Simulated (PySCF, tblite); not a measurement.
# C₂H₈O₃Si₂: geometry, infrared bands and NMR shifts

Aim: predict the infrared bands and NMR shifts of C₂H₈O₃Si₂ (`C[Si@H]1OCO[SiH2]O1`).

Programs: tblite 0.8.0 and PySCF 2.14.0, with density-fitted response routines of our own. Each step states its level of theory. These are calculated values for one molecule in the gas phase, unless marked as measured. Atoms count from 0, in the outputs and in this text.

### 1 The starting structure

15 atoms, charge 0, multiplicity 1; geometry from: force field or distance geometry start.

Bonds of the start (Å): C0–Si1 1.86, Si1–O2 1.66, O2–C3 1.44, C3–O4 1.44, O4–Si5 1.66, Si5–O6 1.67, O6–Si1 1.67, C0–H7 1.08, C0–H8 1.10, C0–H9 1.09, Si1–H10 1.47, C3–H11 1.10, C3–H12 1.08, Si5–H13 1.48, Si5–H14 1.49.

### 2 Optimising the geometry with GFN2-xTB

What the job is given:

```
{"job": {"kind": "relax", "xc": "GFN2-xTB", "basis": "xTB"}, "charge": 0, "multiplicity": 1}
C      2.365200    -0.958000     0.233200
Si     0.886400    -0.064400    -0.466300
O     -0.388200    -1.083100    -0.763900
C     -1.690300    -0.471200    -0.815800
O     -2.138900     0.045900     0.445400
Si    -1.284400     1.332200     1.047800
O      0.297300     1.110900     0.560900
H      2.725100    -1.715100    -0.455500
H      2.115100    -1.454600     1.178900
H      3.177600    -0.264100     0.431700
H      1.257300     0.585100    -1.733600
H     -2.396000    -1.278700    -1.075600
H     -1.767800     0.270100    -1.602800
H     -1.795200     2.589500     0.463400
H     -1.367700     1.363500     2.530400
```

Started as:

```bash
> OMP_NUM_THREADS=1 python probes_run.py task.json out
```

One launch serves the whole session: the jobs run in the order shown.

**Question.** This job is followed by: GFN2-xTB harmonic vibrations, gas phase; GIAO PBE0/pcSseg-1 NMR shielding, non-relativistic, gas phase. Predict these results of the whole session: strongest single infrared mode (GFN2-xTB); zero-point energy (GFN2-xTB); 13C shifts against TMS (PBE0/pcSseg-1); 1H shifts against TMS (PBE0/pcSseg-1, means over atoms taken as alike); 29Si shifts against TMS (PBE0/pcSseg-1); 17O shifts against H2O (PBE0/pcSseg-1).

The runs gave:

```
                                                              quantity                                   value
                             strongest single infrared mode (GFN2-xTB)                   1090 cm⁻¹, 667 km/mol
                                          zero-point energy (GFN2-xTB)                           64.7 kcal/mol
                                13C shifts against TMS (PBE0/pcSseg-1)                           87.9, 1.2 ppm
1H shifts against TMS (PBE0/pcSseg-1, means over atoms taken as alike)  5.87, 5.67, 5.30, 5.26, 5.07, 0.25 ppm
                               29Si shifts against TMS (PBE0/pcSseg-1)                        -20.0, -35.9 ppm
                                17O shifts against H2O (PBE0/pcSseg-1)                    98.9, 85.0, 81.4 ppm
```

Relaxing lowered the energy by 0.339 eV in 46 steps; the close pair that moved most is O2–C3, from 1.440 to 1.382 Å. No mode is imaginary among the 39: a minimum at this level. The strongest single mode, at 1090 cm⁻¹, is carried by C3, O2, O4, O6. GFN2-xTB is a fitted tight-binding method: band positions and strengths are rough. Its intensities can rank the bands wrongly. At PBE0/pcSseg-1: The largest span, 171 ppm, is at O4, where the paramagnetic term is -148 ppm.
